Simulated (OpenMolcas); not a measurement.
**One shape, several levels: AlGeH4F (SMILES [F][AlH][GeH3])**

We compute a comparison of 6 runs (HF/3-21G, B3LYP/6-31G*, SVWN5/def2-SVPD, TPSS/def2-SVPD, MP2/def2-SVPD, CCSD(T)/def2-SVPD) of AlGeH4F. 

The calculation is run with OpenMolcas 26.06.

## Step 1: Starting point

The species is AlGeH4F (7 atoms), meant as a singlet with charge 0. As SMILES, `[F][AlH][GeH3]`. The coordinates come from a PBE0-D4/def2-TZVP relaxation.

Bond lengths: F1–Al2 1.652 Å, Al2–Ge3 2.469 Å, Al2–H4 1.581 Å, Ge3–H5 1.542 Å, Ge3–H6 1.538 Å, Ge3–H7 1.540 Å. Angles: F1–Al2–Ge3 116.9°, F1–Al2–H4 116.2°, Ge3–Al2–H4 126.9°, Al2–Ge3–H5 110.5°, Al2–Ge3–H6 112.6°, Al2–Ge3–H7 111.5°, H5–Ge3–H6 107.3°, H5–Ge3–H7 106.7°, H6–Ge3–H7 107.9°.

## Step 2: Energy and forces at HF/3-21G (run 1)

Contents of struct.xyz:

```xyz
7

F     -2.002000    -1.487800     0.716500
Al    -0.491500    -1.327100     0.066600
Ge     0.428200     0.960300    -0.065100
H      0.204000    -2.659900    -0.422600
H      0.095700     1.599200    -1.428000
H     -0.136400     1.887000     1.024800
H      1.963300     0.960200     0.062300
```

Contents of mol.inp:

```
&GATEWAY
  BasLib
  $CurrDir
  Coord
  struct.xyz
  Basis
  3-21G
  Group
  NoSym

&SEWARD

&SCF
  Thresholds
  1e-10 1e-07 1e-07 1e-05
  PrOrbitals
  1 1

&ALASKA
```

The basis set 3-21G is read from a file made from the Basis Set Exchange's data (not shown).

Started as:

```console
$ export MOLCAS_MEM=1860
$ pymolcas mol.inp > mol.log
```

Output:

```text
--- Start Module: gateway ---
[...]
--- Stop Module: gateway /rc=_RC_ALL_IS_WELL_ ---
[...]
      Basis functions           52
[...]
--- Start Module: scf ---
[...]
       Convergence after  11 Iterations
[...]
::    Total SCF energy                              -2407.1978582010
[...]
      Total spin, S                                     0.0000000000
[...]
      Total electronic charge=   58.000000
      Total            charge=   -0.000000
[...]
      Dipole Moment (debye):
      Origin of the operator (angstrom)=   -0.1412    0.0703    0.0793
                   X=  1.3046E+00               Y= -1.5631E-01               Z= -5.5861E-01           Total=  1.4277E+00
      Quadrupole Moment (debye*angstrom):
[...]
--- Stop Module: scf /rc=_RC_ALL_IS_WELL_ ---
[...]
--- Start Module: alaska ---
[...]
 *              Molecular gradients               *
 **************************************************
  Irreducible representation: a
 ------------------------------------------------------------------------------------------
                              X                       Y                       Z
 ------------------------------------------------------------------------------------------
  F1                6.87523185091266E-03    4.12053874561558E-03   -2.52869179548654E-03
  AL2              -4.07156392127783E-03   -4.58117869464125E-03    9.45987021740091E-04
  GE3              -3.72870656540236E-03   -5.94069820482090E-03    1.53114809372568E-03
  H4               -3.48386858369354E-04    3.33298293626427E-03    5.45662307952943E-04
  H5                6.91025473749107E-04    6.81516125684123E-04    7.69979295616174E-04
  H6                6.30018025606471E-04    1.01020822439057E-03   -8.30807206292583E-04
  H7               -4.76180052189079E-05    1.37663086749028E-03   -4.33277717265090E-04
 ------------------------------------------------------------------------------------------
--- Stop Module: alaska /rc=_RC_ALL_IS_WELL_ ---
[...]
```

Run time: 4.2 s. Hardware: 1 thread of AMD EPYC 7R43 (Zen 3), shared host; peak memory 0.38 GiB.

## Step 3: Energy and gradient at B3LYP/6-31G(d) (spherical functions) (run 2)

Contents of calc.inp:

```
&GATEWAY
 BasLib = $CurrDir
 Coord
 7
 angstrom
 F       -2.002000      -1.487800       0.716500
 Al      -0.491500      -1.327100       0.066600
 Ge       0.428200       0.960300      -0.065100
 H        0.204000      -2.659900      -0.422600
 H        0.095700       1.599200      -1.428000
 H       -0.136400       1.887000       1.024800
 H        1.963300       0.960200       0.062300
 Basis = 6-31Gs
 Group = NoSym

&SEWARD
 GridInput
 Grid=UltraFine
 End of Grid

&SCF
 KSDFT = B3LYP
 Thresholds = 1e-10 1e-07 1e-07 1e-05
 PrOrbitals = 0

&ALASKA
```

The basis set 6-31G* is read from a file made from the Basis Set Exchange's data (not shown).

Started as:

```console
$ export MOLCAS_MEM=1860
$ pymolcas calc.inp > calc.log
```

Output:

```text
--- Start Module: gateway ---
[...]
--- Stop Module: gateway /rc=_RC_ALL_IS_WELL_ ---
[...]
      Basis functions           72
[...]
--- Start Module: scf ---
[...]
       Convergence after  13 Iterations
[...]
::    Total KS-DFT energy                           -2421.5041904944
[...]
      Total spin, S                                     0.0000000000
[...]
      Total electronic charge=   58.000000
      Total            charge=   -0.000000
[...]
      Dipole Moment (debye):
      Origin of the operator (angstrom)=   -0.1412    0.0703    0.0793
                   X=  1.0106E+00               Y= -9.2424E-03               Z= -4.1817E-01           Total=  1.0937E+00
      Quadrupole Moment (debye*angstrom):
[...]
--- Stop Module: scf /rc=_RC_ALL_IS_WELL_ ---
[...]
--- Start Module: alaska ---
[...]
 *              Molecular gradients               *
 **************************************************
  Irreducible representation: a
 ------------------------------------------------------------------------------------------
                              X                       Y                       Z
 ------------------------------------------------------------------------------------------
  F1                6.19698916177569E-03    2.01515541143316E-03   -2.48065257792351E-03
  AL2              -3.92741441534206E-03   -1.73478275311467E-03    1.49187634534886E-03
  GE3               3.30757991056529E-04    3.13857300363551E-03    1.29537345353370E-04
  H4               -6.64717555415750E-04    1.61398395389689E-03    4.78667524316689E-04
  H5                3.92595116287531E-04   -1.93531298538696E-03    2.58657394602579E-03
  H6                8.22563292365075E-04   -2.38502951172137E-03   -2.01046683198491E-03
  H7               -3.15077359071392E-03   -7.12587118794711E-04   -1.95535751152165E-04
 ------------------------------------------------------------------------------------------
--- Stop Module: alaska /rc=_RC_ALL_IS_WELL_ ---
[...]
```

Wall time 26 s (1 thread of AMD EPYC 7R43 (Zen 3), shared host); peak memory 0.42 GiB.

Run 3 isn't shown in full; the table further down has it.

## Step 4: Energy and forces at TPSS/def2-SVPD (run 4)

Contents of geom.xyz:

```xyz
7

F     -2.002000    -1.487800     0.716500
Al    -0.491500    -1.327100     0.066600
Ge     0.428200     0.960300    -0.065100
H      0.204000    -2.659900    -0.422600
H      0.095700     1.599200    -1.428000
H     -0.136400     1.887000     1.024800
H      1.963300     0.960200     0.062300
```

Contents of run.inp:

```
* AlFGeH4 Kohn-Sham DFT
>>> EXPORT MOLCAS_PRINT=2
&GATEWAY
BASLIB=$CurrDir
COORD=geom.xyz
BASIS=def2-SVPD
GROUP=NoSym
&SEWARD
GRIDINPUT
Grid=UltraFine
End of Grid
&SCF
KSDFT=2
1.0 MGGA_X_TPSS
1.0 MGGA_C_TPSS
THRESHOLDS=1e-10 1e-07 1e-07 1e-05
PRORBITALS=1 1
&ALASKA
```

The basis set def2-SVPD is read from a file made from the Basis Set Exchange's data (not shown).

Started as:

```console
$ export MOLCAS_MEM=1860
$ pymolcas run.inp > run.log
```

Output:

```text
--- Start Module: gateway ---
[...]
--- Stop Module: gateway /rc=_RC_ALL_IS_WELL_ ---
[...]
      Basis functions          117
[...]
--- Start Module: scf ---
[...]
       Convergence after  13 Iterations
[...]
::    Total KS-DFT energy                           -2421.3436054665
[...]
      Total spin, S                                     0.0000000000
[...]
      Total electronic charge=   58.000000
      Total            charge=   -0.000000
[...]
      Dipole Moment (debye):
      Origin of the operator (angstrom)=   -0.1412    0.0703    0.0793
                   X=  1.1377E+00               Y=  6.4138E-02               Z= -4.5703E-01           Total=  1.2277E+00
      Quadrupole Moment (debye*angstrom):
[...]
--- Stop Module: scf /rc=_RC_ALL_IS_WELL_ ---
[...]
--- Start Module: alaska ---
[...]
 *              Molecular gradients               *
 **************************************************
  Irreducible representation: a
 ------------------------------------------------------------------------------------------
                              X                       Y                       Z
 ------------------------------------------------------------------------------------------
  F1                2.27288787738900E-02    2.53173207202018E-03   -9.79059775945235E-03
  AL2              -2.18343641760387E-02   -1.76168686419231E-03    9.52776420870327E-03
  GE3               3.53605027719084E-04    9.38352634292983E-04   -2.56196478823689E-04
  H4               -2.57423293942516E-04    7.21830031627402E-04    1.91689284905427E-04
  H5                8.76554910806959E-05   -9.06827858154546E-04    1.15477148086285E-03
  H6                3.16201559791285E-04   -1.10170688559119E-03   -8.07484515887857E-04
  H7               -1.39455338231365E-03   -4.21693130102763E-04   -1.99462203700485E-05
 ------------------------------------------------------------------------------------------
--- Stop Module: alaska /rc=_RC_ALL_IS_WELL_ ---
[...]
```

It took 74 s on 1 thread of AMD EPYC 7R43 (Zen 3), shared host; peak memory 0.72 GiB.

Run 5 isn't shown in full; the table further down has it.

## Step 5: The energy at CCSD(T)/def2-SVPD (Cholesky decomposition) (run 6)

Contents of run.input:

```
&GATEWAY
 BasLib=$CurrDir
 BasisSet
 F.def2-SVPD....
 F1 -2.002000 -1.487800 0.716500 angstrom
 End of Basis
 BasisSet
 Al.def2-SVPD....
 Al2 -0.491500 -1.327100 0.066600 angstrom
 End of Basis
 BasisSet
 Ge.def2-SVPD....
 Ge3 0.428200 0.960300 -0.065100 angstrom
 End of Basis
 BasisSet
 H.def2-SVPD....
 H4 0.204000 -2.659900 -0.422600 angstrom
 H5 0.095700 1.599200 -1.428000 angstrom
 H6 -0.136400 1.887000 1.024800 angstrom
 H7 1.963300 0.960200 0.062300 angstrom
 End of Basis

&SEWARD
 High

&SCF
 Thresholds=1e-10 1e-07 1e-07 1e-05
 PrOrbitals=0

&CHCC
 Frozen=15
 Threshold=1e-08
 MaxIterations=80

&CHT3
 Frozen=15
```

The basis set def2-SVPD is read from a file made from the Basis Set Exchange's data (not shown).

Started as:

```console
$ export MOLCAS_MEM=1860
$ pymolcas run.input > run.log
```

Output:

```text
--- Start Module: gateway ---
[...]
--- Stop Module: gateway /rc=_RC_ALL_IS_WELL_ ---
[...]
      Basis functions          117
[...]
       Convergence after  13 Iterations
[...]
::    Total SCF energy                              -2418.7073910341
[...]
      Total spin, S                                     0.0000000000
[...]
      Total electronic charge=   58.000000
      Total            charge=   -0.000000
[...]
      Dipole Moment (debye):
      Origin of the operator (angstrom)=   -0.1412    0.0703    0.0793
                   X=  1.3144E+00               Y=  3.3899E-02               Z= -5.2432E-01           Total=  1.4155E+00
      Quadrupole Moment (debye*angstrom):
[...]
--- Start Module: chcc ---
[...]
--- Stop Module: chcc /rc=_RC_ALL_IS_WELL_ ---
[...]
--- Start Module: cht3 ---
[...]
--- Stop Module: cht3 /rc=_RC_ALL_IS_WELL_ ---
[...]
```

It took 9.1 min on 1 thread of AMD EPYC 7R43 (Zen 3), shared host; peak memory 0.24 GiB.

## Step 6: Overview of the runs

| run | level | integration grid | task | energy (Eh) | dipole moment (D) of the reference | HOMO energy (eV) | LUMO energy (eV) | wall time |
| --- | --- | --- | --- | --- | --- | --- | --- | --- |
| 1 | HF/3-21G | – | gradient | -2407.197858 | 1.43 | -10.34 | 1.01 | 4.2 s |
| 2 | B3LYP/6-31G* (spherical functions) | UltraFine | gradient | -2421.504190 | 1.09 | -7.52 | -1.71 | 26 s |
| 3 | SVWN5/def2-SVPD | UltraFine | gradient | -2416.461660 | 1.39 | -6.85 | -2.71 | 54 s |
| 4 | TPSS/def2-SVPD | UltraFine | gradient | -2421.343605 | 1.23 | -6.94 | -2.35 | 74 s |
| 5 | MP2/def2-SVPD | – | energy | -2419.212939 | 1.42 | -10.47 | 0.98 | 27 s |
| 6 | CCSD(T)/def2-SVPD (Cholesky decomposition) | – | energy | -2419.251104 | 1.42 | -10.47 | 0.98 | 9.1 min |

## Step 7: Results

| quantity | value |
| --- | --- |
| run 6: total energy | -2419.25110 Eh |
| run 6: dipole moment (mean-field density) | 1.42 D |
| run 6: HOMO energy (Hartree–Fock orbitals) | -10.47 eV |
| run 6: LUMO energy (Hartree–Fock orbitals) | 0.98 eV |
| run 6: HOMO–LUMO gap (Hartree–Fock orbitals) | 11.45 eV |
| run 6: correlation energy (15 core orbitals frozen) | -543.7 mEh |
| run 6: (T) correction | -13.07 mEh |

What this shows: Over runs 1, 2, 3, 4 the dipole moment (its size) runs from 1.09 D (B3LYP/6-31G*) to 1.43 D (HF/3-21G). The two ends differ in method and basis. Over runs 1, 2, 3, 4 the HOMO–LUMO gap runs from 4.13 eV (SVWN5/def2-SVPD) to 11.35 eV (HF/3-21G). Totals of different functionals can't be ranked against each other. All runs together took 12 min, the longest 9.1 min.
